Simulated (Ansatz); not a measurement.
This script makes vertical spin-state energies of C2H7AlO, SMILES [CH3][AlH][CH2]O with Ansatz 0.2.0 through its Python package.

Script `spin_c2h7alo.py`:
```python
"""Gap between spin states of C2H7AlO at one geometry."""

import logging
import sys

import ansatz as az

logging.basicConfig(stream=sys.stdout, format="[%(levelname)s] %(message)s")
logger = logging.getLogger("run")
logger.setLevel(logging.INFO)

GEOMETRY = """
C    -1.76390    0.63160   -0.27740
Al   -0.37720   -0.30230    0.67890
C     1.50220   -0.04300    0.13050
O     2.17710   -1.25580   -0.23790
H    -2.50720   -0.06120   -0.76640
H    -2.36740    1.33580    0.42270
H    -1.33350    1.30900   -1.07850
H    -0.70450   -1.27090    1.87100
H     1.60370    0.71100   -0.64330
H     2.09090    0.35800    1.04140
H     1.74510   -1.46930   -1.12050
"""

mol = az.Crystal.molecule()
for line in GEOMETRY.strip().splitlines():
    symbol, *xyz = line.split()
    mol = mol.atom(symbol, [float(v) for v in xyz])

calc = (
    mol.calculation()
    .basis(gaussian="cc-pVDZ")
    .functional("r2scan")
)
found = {}
for unpaired in [0, 2]:
    rep = calc.spin("collinear", total=unpaired).run().report
    s = unpaired / 2
    found[unpaired] = rep["free_energy_ev"]
    logger.info(f"2S+1 = {unpaired + 1}: E = {found[unpaired]:.5f} eV, <S^2> = {abs(rep['mean_field']['state']['spin_squared']):.3f} (pure state {s * (s + 1):.2f})")
lowest = min(found, key=found.get)
for unpaired, e in found.items():
    logger.info(f"multiplicity {unpaired + 1}: {(e - found[lowest]):.3f} eV above the lowest")
```

Which spin state is lowest at this geometry, and how far above lie the others?

In order: multiplicity 1 (+0.00 eV) and multiplicity 3 (+3.34 eV), all at the one geometry.

The output:

```console
$ python spin_c2h7alo.py
[INFO] 2S+1 = 1: E = -10827.98513 eV, <S^2> = 0.000 (pure state 0.00)
[INFO] 2S+1 = 3: E = -10824.64341 eV, <S^2> = 2.008 (pure state 2.00)
[INFO] multiplicity 1: 0.000 eV above the lowest
[INFO] multiplicity 3: 3.342 eV above the lowest
```

Notes:
- Total energies depend on the basis set; only differences at equal settings carry meaning.
- The geometry is a force-field or estimated start, not a minimum of this method, and the basis set is short of its limit. All parts are taken at fixed geometry, without zero-point energy.
- Wall time of the script: 27 s on 1 thread of Arm Neoverse V1 (shared host), peak memory 0.26 GiB.

(Lines on the test bed's own set-up are left out of the output.)
